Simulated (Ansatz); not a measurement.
# TaGe2 at fixed geometry

The system is TaGe2, a crystal from a database, its volume scaled a little. Wanted, at the geometry given: whether it is a metal or has a gap, how the charge is shared and how far the cell is from equilibrium.

Program: Ansatz 0.2.0. Level of theory: DFT, r2SCAN, no spin polarisation, plane waves, PAW. These are calculated values, not measurements.

## Step 1: Geometry

It takes space group P6_222 (No. 180, hexagonal). Conventional cell: a = 4.970 Å, b = 4.970 Å, c = 7.669 Å, α = 90.00°, β = 90.00°, γ = 120.00°. Ta (site symmetry 222) is surrounded by 10 Ge at 2.87 to 2.93 Å. Ge (site symmetry 2) has 5 Ta at 2.87 to 2.93 Å and 5 Ge at 2.87 to 2.93 Å as nearest neighbours.

In its conventional cell, by symmetry (the run takes the cell typed in the input):

```cif
data_structure
_symmetry_space_group_name_H-M 'P6_222'
_symmetry_Int_Tables_number 180
_cell_length_a 4.9700
_cell_length_b 4.9700
_cell_length_c 7.6686
_cell_angle_alpha 90.000
_cell_angle_beta 90.000
_cell_angle_gamma 120.000
_cell_volume 164.04
loop_
_atom_site_label
_atom_site_type_symbol
_atom_site_symmetry_multiplicity
_atom_site_Wyckoff_symbol
_atom_site_fract_x
_atom_site_fract_y
_atom_site_fract_z
_atom_site_occupancy
Ta1 Ta 3 d 0.50000 0.00000 0.50000 1
Ge1 Ge 6 j 0.16700 0.33400 0.50000 1
```

It is a restart: the density comes from an earlier run on this cell.

## Step 2: The calculation

Contents of input.yaml:

```yaml
crystal:
  lattice:
    - [4.97002447, 0.0, 0.0]
    - [-2.48501224, 4.30416349, 0.0]
    - [0.0, 0.0, 7.66855329]
  atoms:
    - { symbol: Ta, position: [0.5, 0.0, 0.5] }
    - { symbol: Ta, position: [0.5, 0.5, 0.83333] }
    - { symbol: Ta, position: [0.0, 0.5, 0.16667] }
    - { symbol: Ge, position: [0.167, 0.334, 0.5] }
    - { symbol: Ge, position: [0.833, 0.167, 0.83333] }
    - { symbol: Ge, position: [0.666, 0.833, 0.16667] }
    - { symbol: Ge, position: [0.833, 0.666, 0.5] }
    - { symbol: Ge, position: [0.167, 0.833, 0.83333] }
    - { symbol: Ge, position: [0.334, 0.167, 0.16667] }
  symmetry: { tolerance: 0.0003 }
kpoints:
  mp_grid: { grid: [6, 6, 4], shift: [0, 0, 0] }
  band_path:
    path:
      - [0.0, 0.0, 0.0]
      - [0.5, 0.0, 0.0]
      - [0.33333333, 0.33333333, 0.0]
      - [0.0, 0.0, 0.0]
      - [0.0, 0.0, 0.5]
      - [0.5, 0.0, 0.5]
      - [0.33333333, 0.33333333, 0.5]
      - [0.0, 0.0, 0.5]
      - [0.5, 0.0, 0.5]
      - [0.5, 0.0, 0.0]
      - [0.33333333, 0.33333333, 0.5]
    npoints: 6
magnetization:
  spin_polarized: false
scf:
  occupations: { method: cold, width: 0.0172 }
  lower_state_search: "off"
  max_iter: 200
hamiltonian:
  pseudopotentials: { kind: paw }
  xc: r2scan
basis:
  ecutwfc: 500
  fft_grid_basis: typed
output:
  forces: true
  stress: true
  eigenvalues: true
  bader: true
  populations: true
  elf: true
  write_potential: true
  volumetric_format: npy
  dos:
    e_range: [-12, 8]
    de: 0.05
    projected: { site_lists: { Ge: [Ge], Ta: [Ta] } }
  write_density: true
checkpoint:
  read: saved_state
```

On the command line:

```sh
$ ansatz run input.yaml --threads 1 --pin off --max-ram 2560MiB --backend cpu --events-out ev --progress --plain --runs-dir out
```

Output (excerpt; [...] marks lines left out):

```text
Warning: the atoms were moved onto the symmetric positions of the space group found under crystal.symmetry.tolerance 3.0e-4 (fractional; no operation is sought that the atoms, as they stand in a round, miss by more than twice it, and no atom is moved by as much as it), and the run uses [...]
Warning: RAYON_NUM_THREADS=1 ignored (pool sized by the plan → 1); use --threads N
[...]
Pseudopotentials: kind: paw
Pseudopotential: Ta, paw, valence charge 13, recommended cutoff 500 eV (meta_gga), Ta.paw.azcp
Pseudopotential: Ge, paw, valence charge 14, recommended cutoff 500 eV (meta_gga), Ge.paw.azcp
Functional definition: r2SCAN
[...]
Crystal: 9 atoms, lattice volume = 164.044 Å³
Basis set: ecut = 500 eV, 4137 PW (Γ), exchange–correlation on 160×160×240 points (64 copies of the dense FFT grid, shifted against one another)
Bands: 74, of which v1, the nominal top of the filled ones, is band 62 counted from 1 (61 counted from 0)
Symmetry: 12 space group operations
Space group: P6222 (ITA 180), of the structure as read, at distance tolerance 1.6e-3 Å
k-points: 21 of 144 (time reversal used)
[...]
SCF iter   1: F=—  HF=-55649.876007 eV  |F-HF|=—  |Δ(HF+E_count)|=         —  Δρ=2.30e-3  dr2=7.22e-3  dr2_τ=1.76e-3  ethr=6.03e-6  ⟨swp⟩=2.8  Hψ=9611  notcnv=0
[...]
SCF iter   7: F=-55649.876830 eV  HF=-55649.876830 eV  |F-HF|=5.82e-10  |Δ(HF+E_count)|=   9.91e-8  S|Δr|=    0.00e0  Δρ=2.94e-6  dr2=1.00e-8  dr2_τ=9.44e-10  ethr=8.13e-11  ⟨swp⟩=8.1  Hψ=8882  notcnv=0
[...]
NSCF: frozen V_eff on 61 k-points
SCF converged after 7 iterations
[...]
Free energy (F): -55649.876830 eV
[...]
E sigma→0 (E₀):  -55649.877313 eV
Entropy (-TS):   0.001451 eV (0.161 meV/atom)
Fermi energy:    13.946075 eV
[...]
--- Forces (eV/Å), atoms counted from 1 ---
  atom   1  Ta    -0.00000000     0.00000000     0.00000000
  atom   2  Ta    -0.00000000    -0.00000000     0.00000000
  atom   3  Ta    -0.00000000    -0.00000000    -0.00000000
  atom   4  Ge     0.00000000    -0.24156996    -0.00000000
  atom   5  Ge     0.20920572    -0.12078498    -0.00000000
  atom   6  Ge     0.20920572     0.12078498     0.00000000
  atom   7  Ge    -0.00000000     0.24156996     0.00000000
  atom   8  Ge    -0.20920572     0.12078498    -0.00000000
[...]
--- Stress (GPa, compression-positive) ---
       -8.565158      -0.000000       0.000000
       -0.000000      -8.565158       0.000000
       -0.000000      -0.000000     -28.406975
  P = ⅓ Tr σ = -15.1791 GPa (-151.791 kbar)
--- Band table (eV; the first three rows and the last of 21) ---
[...]
--- Löwdin populations: 9 sites ---
  site symbol       q [e]
     0     Ta     12.5704
     1     Ta     12.5704
     2     Ta     12.5704
     3     Ge     14.1449
     4     Ge     14.1449
     5     Ge     14.1449
     6     Ge     14.1449
     7     Ge     14.1449
     8     Ge     14.1449
  spilling = 0.003407 (of n_electrons = 123.000000)
--- Bader charges: 9 sites ---
  site symbol  charge [e]  shift [e]
     0     Ta      0.9930     0.0000
     1     Ta      0.9930     0.0000
     2     Ta      0.9930     0.0000
     3     Ge     -0.4965     0.0000
     4     Ge     -0.4965     0.0000
     5     Ge     -0.4965     0.0000
     6     Ge     -0.4965     0.0000
     7     Ge     -0.4965     0.0000
     8     Ge     -0.4965     0.0000
  estimated error of the sums over rays = 4.9e-4 e
```

Wall time 2.2 min (1 thread, shared host); peak memory 1.1 GiB.

## Step 3: Forces and stress

The largest forces, with each atom's nearest neighbour:

| atom | force (eV/Å) | nearest | distance (Å) | direction |
| --- | --- | --- | --- | --- |
| Ge5 | 0.242 | Ta2 | 2.87 | (others are as near) |
| Ge8 | 0.242 | Ta2 | 2.87 | (others are as near) |
| Ge4 | 0.242 | Ta1 | 2.87 | (others are as near) |
| Ge7 | 0.242 | Ta1 | 2.87 | (others are as near) |
| Ge6 | 0.242 | Ta3 | 2.87 | (others are as near) |
| Ge9 | 0.242 | Ta3 | 2.87 | (others are as near) |

Principal stresses (compression positive): -28.41, -8.57, -8.57 GPa; their mean, the pressure, is -15.18 GPa.

## Step 4: The band path (bands.tsv)

Levels near the Fermi level at the path's corners (eV):

| point | band 60 | band 61 | band 62 | band 63 | band 64 | band 65 |
| --- | --- | --- | --- | --- | --- | --- |
| Γ | -1.50 | -1.39 | -1.16 | 0.60 | 1.47 | 2.60 |
| M | -0.62 | -0.22 | -0.05 | 1.03 | 1.08 | 1.46 |
| K | -1.06 | 0.05 | 0.05 | 0.96 | 1.80 | 1.80 |
| Γ | -1.50 | -1.39 | -1.16 | 0.60 | 1.47 | 2.60 |
| A | -1.27 | -1.05 | 0.06 | 0.06 | 1.72 | 1.72 |
| L | -1.21 | -0.43 | 0.57 | 0.83 | 0.97 | 1.40 |
| H | -0.02 | 0.05 | 0.05 | 0.34 | 1.02 | 1.02 |
| A | -1.27 | -1.05 | 0.06 | 0.06 | 1.72 | 1.72 |
| L | -1.21 | -0.43 | 0.57 | 0.83 | 0.97 | 1.40 |
| M | -0.62 | -0.22 | -0.05 | 1.03 | 1.08 | 1.46 |
| H | -0.02 | 0.05 | 0.05 | 0.34 | 1.02 | 1.02 |

The same bands between the corners:

```
distance (1/Å)  band 62  band 63
          0.00    -1.16     0.60
          0.24    -1.23     0.57
          0.49    -0.28     0.02
          0.73    -0.05     1.03
          0.87    -0.03     0.97
          1.01     0.03     0.95
          1.15     0.05     0.96
          1.43     0.01     0.41
          1.71    -1.11     0.49
          1.99    -1.16     0.60
          2.13    -1.15     0.72
          2.27    -1.06     0.72
          2.40     0.06     0.06
          2.65     0.23     0.32
          2.89     0.12     0.40
          3.13     0.57     0.83
          3.27     0.52     0.70
          3.41     0.37     0.48
          3.56     0.05     0.34
          3.84     0.40     0.50
          4.12     0.25     0.34
          4.40     0.06     0.06
          4.64     0.23     0.32
          4.88     0.12     0.40
          5.13     0.57     0.83
          5.26     0.52     0.84
          5.40     0.34     0.95
          5.54    -0.05     1.03
          5.73     0.36     0.86
          5.93     0.42     0.57
          6.13     0.05     0.34
```

## Step 5: Density of states

Counts of states in windows (eV from the Fermi level; tetrahedra), total and projected:

| from | to | total | Ge s | Ge p | Ta d |
| --- | --- | --- | --- | --- | --- |
| -8.0 | -7.0 | 2.17 | 1.29 | 0.46 | 0.36 |
| -7.0 | -6.0 | 0.61 | 0.37 | 0.11 | 0.11 |
| -6.0 | -5.0 | 2.06 | 0.18 | 1.31 | 0.30 |
| -5.0 | -4.0 | 4.07 | 0.27 | 2.67 | 0.86 |
| -4.0 | -3.0 | 3.70 | 0.35 | 2.09 | 1.04 |
| -3.0 | -2.0 | 5.70 | 0.40 | 3.02 | 2.00 |
| -2.0 | -1.0 | 7.38 | 0.21 | 2.92 | 4.02 |
| -1.0 | 0.0 | 3.71 | 0.17 | 1.07 | 2.36 |
| 0.0 | 1.0 | 4.81 | 0.38 | 1.11 | 3.10 |
| 1.0 | 2.0 | 4.94 | 0.66 | 1.43 | 2.55 |
| 2.0 | 3.0 | 7.06 | 0.77 | 1.44 | 4.36 |

## Step 6: Charges

Gathered by element (positive charge: electrons given up):

| element | atoms | Bader charge (e) | Bader volume (Å³) | Löwdin charge (e) |
| --- | --- | --- | --- | --- |
| Ta | 3 | +0.99 | 16.9 | +0.43 |
| Ge | 6 | -0.50 | 18.9 | -0.14 |

The Löwdin projection spills 0.3 % of the electrons and depends on the orbitals chosen; where it disagrees with Bader's partition, neither is an observable.

## Step 7: Fields in real space

Maps in the plane spanned by a and b at height 0.500 along c (axes of the input's cell), one cell: a runs left to right (15 points from zero), b bottom to top (15 points), 120° apart. These are the smooth PAW fields, not the true ones near the nuclei.

Valence density. Values in e/Å³, 15 rows by 15 columns:
```
 0.29  0.27  0.24  0.26  0.52  2.35  4.44  4.27  4.44  2.35  0.53  0.26  0.24  0.27  0.29
 0.48  0.36  0.29  0.30  0.59  2.02  3.49  3.49  2.02  0.59  0.30  0.29  0.36  0.48  0.57
 0.89  0.44  0.30  0.28  0.42  0.90  1.26  0.90  0.42  0.28  0.30  0.44  0.89  2.14  2.14
 1.06  0.41  0.26  0.23  0.28  0.35  0.35  0.28  0.23  0.26  0.41  1.05  7.27 21.80  7.28
 0.66  0.30  0.22  0.22  0.26  0.28  0.26  0.22  0.22  0.30  0.66  4.62 41.20 41.20  4.62
 0.36  0.23  0.22  0.28  0.34  0.34  0.28  0.22  0.23  0.36  1.04  7.51 22.60  7.51  1.04
 0.24  0.23  0.33  0.50  0.62  0.50  0.33  0.23  0.24  0.37  0.88  2.23  2.22  0.87  0.37
 0.24  0.37  0.87  2.22  2.23  0.88  0.37  0.24  0.23  0.33  0.50  0.62  0.50  0.33  0.23
 0.36  1.04  7.51 22.60  7.51  1.04  0.36  0.23  0.22  0.28  0.34  0.34  0.28  0.22  0.23
 0.66  4.62 41.20 41.20  4.62  0.66  0.30  0.22  0.22  0.26  0.28  0.26  0.22  0.22  0.30
 1.06  7.28 21.80  7.27  1.05  0.41  0.26  0.23  0.28  0.35  0.35  0.28  0.23  0.26  0.41
 0.89  2.14  2.14  0.89  0.44  0.30  0.28  0.42  0.90  1.26  0.90  0.42  0.28  0.30  0.44
 0.48  0.57  0.48  0.36  0.29  0.30  0.59  2.02  3.49  3.49  2.02  0.59  0.30  0.29  0.36
 0.29  0.29  0.27  0.24  0.26  0.53  2.35  4.44  4.27  4.44  2.35  0.52  0.26  0.24  0.27
 0.23  0.23  0.22  0.23  0.34  1.47  4.20  3.58  3.58  4.20  1.47  0.34  0.23  0.22  0.23
```

ELF. Values, 15 rows by 15 columns:
```
0.44 0.50 0.50 0.29 0.24 0.69 0.62 0.31 0.62 0.69 0.24 0.29 0.50 0.50 0.44
0.41 0.52 0.58 0.28 0.27 0.65 0.73 0.73 0.65 0.27 0.29 0.58 0.52 0.41 0.38
0.37 0.51 0.58 0.28 0.20 0.40 0.51 0.40 0.20 0.28 0.58 0.51 0.37 0.21 0.21
0.34 0.49 0.51 0.28 0.19 0.19 0.19 0.19 0.28 0.51 0.49 0.34 0.07 0.02 0.07
0.38 0.47 0.40 0.36 0.42 0.44 0.42 0.36 0.40 0.47 0.38 0.11 0.01 0.02 0.11
0.37 0.37 0.39 0.52 0.57 0.57 0.52 0.39 0.37 0.37 0.31 0.06 0.01 0.06 0.31
0.34 0.35 0.41 0.42 0.41 0.42 0.41 0.35 0.34 0.35 0.33 0.21 0.21 0.33 0.35
0.34 0.35 0.33 0.21 0.21 0.33 0.35 0.34 0.35 0.41 0.42 0.41 0.42 0.41 0.35
0.37 0.31 0.06 0.01 0.06 0.31 0.37 0.37 0.39 0.52 0.57 0.57 0.52 0.39 0.37
0.38 0.11 0.02 0.01 0.11 0.38 0.47 0.40 0.36 0.42 0.44 0.42 0.36 0.40 0.47
0.34 0.07 0.02 0.07 0.34 0.49 0.51 0.28 0.19 0.19 0.19 0.19 0.28 0.51 0.49
0.37 0.21 0.21 0.37 0.51 0.58 0.28 0.20 0.40 0.51 0.40 0.20 0.28 0.58 0.51
0.41 0.38 0.41 0.52 0.58 0.29 0.27 0.65 0.73 0.73 0.65 0.27 0.28 0.58 0.52
0.44 0.44 0.50 0.50 0.29 0.24 0.69 0.62 0.31 0.62 0.69 0.24 0.29 0.50 0.50
0.42 0.43 0.44 0.34 0.18 0.55 0.69 0.08 0.08 0.69 0.55 0.18 0.34 0.44 0.43
```

Atoms within 0.2 Å of the plane, in fractions of a and b: Ta at (0.50, 0.00), Ge at (0.17, 0.33), Ge at (0.83, 0.67).

At the density minimum on each short contact:

| contact | length (Å) | minimum at (fraction) | density (e/Å³) | ELF |
| --- | --- | --- | --- | --- |
| Ta1–Ge4 | 2.867 | 0.50 | 0.282 | 0.44 |
| Ge4–Ge7 | 2.867 | 0.50 | 0.223 | 0.32 |

## Step 8: Summary of results

```
                                                 quantity                 value
                                            largest force      0.242 eV/Å on Ge
                                                 pressure             -15.2 GPa
           formation energy (elements from separate runs)          0.06 eV/atom
                                                character                 metal
density of states, mean within 0.25 eV of the Fermi level   3.7 per eV per cell
                                            Bader charges  Ta +0.99, Ge -0.50 e
```

**Reading.** It is a metal; within 0.25 eV of the Fermi level the density of states averages 3.7 per eV per cell, mostly Ta d (68 %) and Ge p (23 %). Against the elements' reference phases (Ta bcc, Ge diamond; separate runs with the same functional) the formation energy is 0.06 eV per atom, so at this geometry it is not bound against them. The pressure of -15.2 GPa says the cell is too large, and unequal principal stresses would change its shape. Ta loses most charge (+0.99 e on average) and Ge gains most (-0.50 e).
